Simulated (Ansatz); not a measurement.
**C3H9AlO2: up Jacob's ladder to CCSD(T)**

An exercise on one series of results from a longer session: the logs are not shown, and one member is left open.

Program: Ansatz 0.2.0, Gaussian basis. Level of theory: functionals in def2-TZVPP, the program's frozen cores in correlated methods. These are calculated values, not measurements.

The runs, in order: PBE-D4, r2SCAN-D4, PBE0-D4, B3LYP-D4, ωB97X-V, ωB97M-V, B2PLYP; CCSD(T)/def2-TZVPP; MP2/def2-QZVPP; extrapolation to the limit.

## The relaxed structure

All runs share one geometry, relaxed beforehand with PBE0-D4 in a triple-zeta def2 set.

SMILES `C[CH](C)[Al]([OH])[OH]`, 15 atoms, charge 0, spin multiplicity 1.

Atoms are counted from 1 here; the program's logs count them from 0.

Bond lengths: C1–C2 1.529 Å, C1–H7 1.097 Å, C1–H8 1.092 Å, C1–H9 1.095 Å, C2–C3 1.529 Å, C2–Al4 1.955 Å, C2–H10 1.101 Å, C3–H11 1.095 Å, C3–H12 1.092 Å, C3–H13 1.097 Å, Al4–O5 1.699 Å, Al4–O6 1.699 Å, O5–H14 0.955 Å, O6–H15 0.955 Å. Angles: C2–C1–H7 111.0°, C2–C1–H8 112.3°, C2–C1–H9 111.4°, H7–C1–H8 107.8°, H7–C1–H9 106.9°, H8–C1–H9 107.1°, C1–C2–C3 111.6°, C1–C2–Al4 112.8°, C1–C2–H10 107.4°, C3–C2–Al4 112.7°, C3–C2–H10 107.4°, Al4–C2–H10 104.5°, C2–C3–H11 111.4°, C2–C3–H12 112.3°, C2–C3–H13 111.0°, H11–C3–H12 107.1°, H11–C3–H13 106.9°, H12–C3–H13 107.8° and more.

The first run:

in.yaml reads:

```yaml
crystal:
  periodic: [false, false, false]
  atoms:
    - {symbol: C, position_ang: [0.412364, -1.036469, -1.363640]}
    - {symbol: C, position_ang: [-0.451585, -0.440188, -0.252340]}
    - {symbol: C, position_ang: [-0.544539, -1.377659, 0.951526]}
    - {symbol: Al, position_ang: [0.093769, 1.370998, 0.241016]}
    - {symbol: O, position_ang: [0.881251, 2.330293, -0.918883]}
    - {symbol: O, position_ang: [-0.262724, 1.930870, 1.804570]}
    - {symbol: H, position_ang: [0.020300, -2.007785, -1.688502]}
    - {symbol: H, position_ang: [0.465507, -0.387123, -2.240534]}
    - {symbol: H, position_ang: [1.439503, -1.204938, -1.024834]}
    - {symbol: H, position_ang: [-1.469151, -0.320590, -0.655226]}
    - {symbol: H, position_ang: [0.440334, -1.561077, 1.392694]}
    - {symbol: H, position_ang: [-1.181001, -0.974176, 1.742457]}
    - {symbol: H, position_ang: [-0.949985, -2.353956, 0.659740]}
    - {symbol: H, position_ang: [1.170091, 3.231234, -0.792204]}
    - {symbol: H, position_ang: [-0.064146, 2.800557, 2.144151]}
basis:
  gaussian: {orbitals: def2-TZVPP}
hamiltonian: {xc: pbe, dispersion: d4}
output: {forces: true, orbitals: {seedname: orbitals}}
```

The run is started by

```
$ ansatz run in.yaml --threads 2 --pin off --events-out ev --progress --plain --max-ram 32768MiB --backend cuda --devices 0, --max-vram 18GiB
```

Among the steps run: PBE-D4 (GGA); r2SCAN-D4 (meta-GGA); PBE0-D4 (hybrid); B3LYP-D4 (hybrid); ωB97X-V (range-separated); ωB97M-V (range-separated); B2PLYP (double hybrid); CCSD(T) in def2-TZVPP; MP2 in def2-QZVPP.

One of the session's tables, all rows but one given; the rest of the session is left out.

```
            method  atomisation energy (eV)
            PBE-D4                   61.734
         r2SCAN-D4                   61.030
           PBE0-D4                   60.754
          B3LYP-D4                   60.759
           ωB97X-V                   60.899
           ωB97M-V                   61.036
            B2PLYP                   60.294
     HF/def2-TZVPP                        ?
    MP2/def2-TZVPP                   60.633
   CCSD/def2-TZVPP                   58.774
CCSD(T)/def2-TZVPP                   59.566
           MP2/CBS                   62.148
       CCSD(T)/CBS                   61.080
```

Q: Estimate the row for HF/def2-TZVPP from the others.

As computed: atomisation energy (eV): 44.969. In the column «atomisation energy (eV)» it is the lowest.
